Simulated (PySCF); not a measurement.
# C4H8Ge: the cost of one run

The runs use PySCF 2.14.0, with density-fitted response routines of our own; the level of theory stands in each step. All values are computed, except where a source is named. Atoms are numbered from 0 throughout.

## (1) The molecule as given

13 atoms, charge 0, multiplicity 1; geometry from: GFN2-xTB. The atoms were then displaced at random by about 0.01 Å, so the start is not that level's minimum.

Bonds of the start (Å): C0–C1 1.46, C1–C2 1.21, C2–C3 1.40, C3–Ge4 2.01, C0–H5 1.08, C0–H6 1.11, C0–H7 1.07, C3–H8 1.08, C3–H9 1.11, Ge4–H10 1.51, Ge4–H11 1.51, Ge4–H12 1.49.

## (2) Relaxing the molecule at PBE0-D3(BJ)/def2-SVP

The job: settings as JSON, then the geometry in Å.

```
{"job": {"xc": "PBE0", "basis": "def2-SVP", "d3": "d3bj", "grid": 1, "shake": 0.01, "kind": "geom"}, "charge": 0, "multiplicity": 1}
C      2.742020     0.633160    -0.263750
C      1.430590     0.069500     0.050750
C      0.361800    -0.428480     0.320370
C     -0.870190    -1.004420     0.641010
Ge    -2.402310     0.115510    -0.009090
H      3.279550     0.857300     0.643420
H      2.590320     1.596920    -0.800730
H      3.310930    -0.015420    -0.903070
H     -0.980870    -1.991430     0.205070
H     -0.994330    -1.137200     1.737330
H     -3.723880    -0.511180     0.354700
H     -2.359050     1.483520     0.625470
H     -2.378770     0.315340    -1.490400
```

Started as:

```bash
OMP_NUM_THREADS=1 python probes_run.py task.json out
```

This one command runs all jobs of the session in turn.

Q: Estimate the wall time and peak memory of this first job on 1 thread of Arm Neoverse V1, shared host.

About 35 s, with a peak of 0.53 GiB.
